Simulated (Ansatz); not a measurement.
# C₇H₁₈GeO₂: one species, many methods

An exercise on one series of results from a longer session: the logs are not shown, and one member is left open.

Program: Ansatz 0.2.0, Gaussian basis. Level of theory: functionals in def2-TZVPP, the program's frozen cores in correlated methods. These are calculated values, not measurements.

Levels to be run: LDA (SPW92), PBE-D4, revPBE-D4, BLYP-D4, r2SCAN-D4, B97M-V, PBE0-D4, B3LYP-D4, r2SCANh-D4, r2SCAN0-D4, HSE06-D4, BHLYP-D4, CAM-B3LYP-D4, LC-ωPBE, ωB97X-V, ωB97M-V, B2PLYP, PBE-QIDH; CCSD(T)/def2-SVP; CCSD(T)/def2-TZVPP; MP2/def2-QZVPP; extrapolation to the limit; RPA on PBE.

## The relaxed structure

The geometry comes from an earlier relaxation with PBE0-D4 in a triple-zeta def2 set; it is a stationary point, not always the lowest conformer.

SMILES `C[O][Ge]([CH3])([CH3])[O]C(C)(C)C`, 28 atoms, charge 0, spin multiplicity 1.

Atoms are counted from 1 here; the program's logs count them from 0.

Bond lengths: C1–O2 1.403 Å, C1–H11 1.093 Å, C1–H12 1.099 Å, C1–H13 1.099 Å, O2–Ge3 1.792 Å, Ge3–C4 1.948 Å, Ge3–C5 1.938 Å, Ge3–O6 1.767 Å, C4–H14 1.091 Å, C4–H15 1.090 Å, C4–H16 1.092 Å, C5–H17 1.091 Å, C5–H18 1.090 Å, C5–H19 1.091 Å, O6–C7 1.426 Å, C7–C8 1.521 Å, C7–C9 1.523 Å, C7–C10 1.523 Å and more. Angles: O2–C1–H11 108.4°, O2–C1–H12 112.5°, O2–C1–H13 112.4°, H11–C1–H12 107.7°, H11–C1–H13 107.6°, H12–C1–H13 108.0°, C1–O2–Ge3 119.1°, O2–Ge3–C4 108.9°, O2–Ge3–C5 110.3°, O2–Ge3–O6 106.0°, C4–Ge3–C5 114.1°, C4–Ge3–O6 112.4°, C5–Ge3–O6 104.6°, Ge3–C4–H14 109.3°, Ge3–C4–H15 110.7°, Ge3–C4–H16 110.6°, H14–C4–H15 108.8°, H14–C4–H16 108.4° and more.

The first run:

in.yaml

```yaml
crystal:
  periodic: [false, false, false]
  atoms:
    - {symbol: C, position_ang: [-2.013266, -1.014981, -2.191110]}
    - {symbol: O, position_ang: [-0.849971, -0.808299, -1.434296]}
    - {symbol: Ge, position_ang: [-0.553852, 0.804978, -0.712899]}
    - {symbol: C, position_ang: [-2.106421, 1.318267, 0.344937]}
    - {symbol: C, position_ang: [-0.077098, 2.080871, -2.090992]}
    - {symbol: O, position_ang: [0.906399, 0.640605, 0.268164]}
    - {symbol: C, position_ang: [1.282317, -0.454152, 1.100960]}
    - {symbol: C, position_ang: [2.305552, 0.110983, 2.073787]}
    - {symbol: C, position_ang: [0.086044, -1.009365, 1.862168]}
    - {symbol: C, position_ang: [1.911323, -1.539696, 0.237354]}
    - {symbol: H, position_ang: [-2.025725, -2.055397, -2.526003]}
    - {symbol: H, position_ang: [-2.929197, -0.839111, -1.610284]}
    - {symbol: H, position_ang: [-2.050313, -0.376743, -3.084992]}
    - {symbol: H, position_ang: [-1.841708, 2.157523, 0.990132]}
    - {symbol: H, position_ang: [-2.440418, 0.488257, 0.967364]}
    - {symbol: H, position_ang: [-2.927490, 1.627410, -0.304502]}
    - {symbol: H, position_ang: [0.203977, 3.031363, -1.635211]}
    - {symbol: H, position_ang: [0.771584, 1.697857, -2.657838]}
    - {symbol: H, position_ang: [-0.913239, 2.252880, -2.770645]}
    - {symbol: H, position_ang: [2.689541, -0.670408, 2.733885]}
    - {symbol: H, position_ang: [1.854346, 0.894886, 2.686008]}
    - {symbol: H, position_ang: [3.142768, 0.545164, 1.523850]}
    - {symbol: H, position_ang: [-0.648843, -1.433435, 1.172963]}
    - {symbol: H, position_ang: [-0.389567, -0.224614, 2.455625]}
    - {symbol: H, position_ang: [0.401966, -1.804072, 2.541891]}
    - {symbol: H, position_ang: [1.183208, -1.922318, -0.479786]}
    - {symbol: H, position_ang: [2.759991, -1.129447, -0.314271]}
    - {symbol: H, position_ang: [2.268110, -2.369015, 0.853752]}
basis:
  gaussian: {orbitals: def2-TZVPP}
hamiltonian: {xc: lda}
output: {orbitals: {seedname: orbitals}}
```

Among the steps run: LDA; PBE-D4 (GGA); revPBE-D4 (GGA); BLYP-D4 (GGA); r2SCAN-D4 (meta-GGA); B97M-V (meta-GGA); PBE0-D4 (hybrid); B3LYP-D4 (hybrid); r2SCANh-D4 (hybrid); r2SCAN0-D4 (hybrid); HSE06-D4 (hybrid); BHLYP-D4 (hybrid); CAM-B3LYP-D4 (range-separated); LC-ωPBE (range-separated); ωB97X-V (range-separated); ωB97M-V (range-separated); B2PLYP (double hybrid); PBE-QIDH (double hybrid).

One table of the session follows, with a row left open; its other results are not shown here.

It belongs to the step «Orbital energies across the functionals». 

| functional | HOMO (eV) | LUMO (eV) | gap (eV) |
| --- | --- | --- | --- |
| LDA (SPW92) | -5.99 | -0.26 | 5.73 |
| PBE-D4 | -5.84 | -0.06 | 5.78 |
| revPBE-D4 | -5.78 | 0.05 | 5.83 |
| BLYP-D4 | -5.74 | -0.05 | 5.70 |
| r2SCAN-D4 | -6.14 | 0.57 | 6.72 |
| B97M-V | -6.31 | 0.03 | 6.34 |
| PBE0-D4 | -7.31 | 0.75 | 8.06 |
| B3LYP-D4 | -7.08 | 0.43 | 7.51 |
| r2SCANh-D4 | -6.70 | 0.83 | 7.52 |
| r2SCAN0-D4 | -7.52 | 1.18 | 8.70 |
| HSE06-D4 | -6.91 | 0.38 | 7.29 |
| BHLYP-D4 | -8.70 | 1.35 | 10.05 |
| CAM-B3LYP-D4 | -8.71 | 1.51 | 10.23 |
| LC-ωPBE | -10.01 | 2.83 | 12.83 |
| ωB97X-V | -9.71 | 2.56 | 12.27 |
| ωB97M-V | ? | ? | ? |

Estimate the missing values for ωB97M-V.

The run gave: HOMO (eV): -9.64; LUMO (eV): 2.15; gap (eV): 11.79. In the column «HOMO (eV)» it lies between ωB97X-V (-9.71) and CAM-B3LYP-D4 (-8.71).
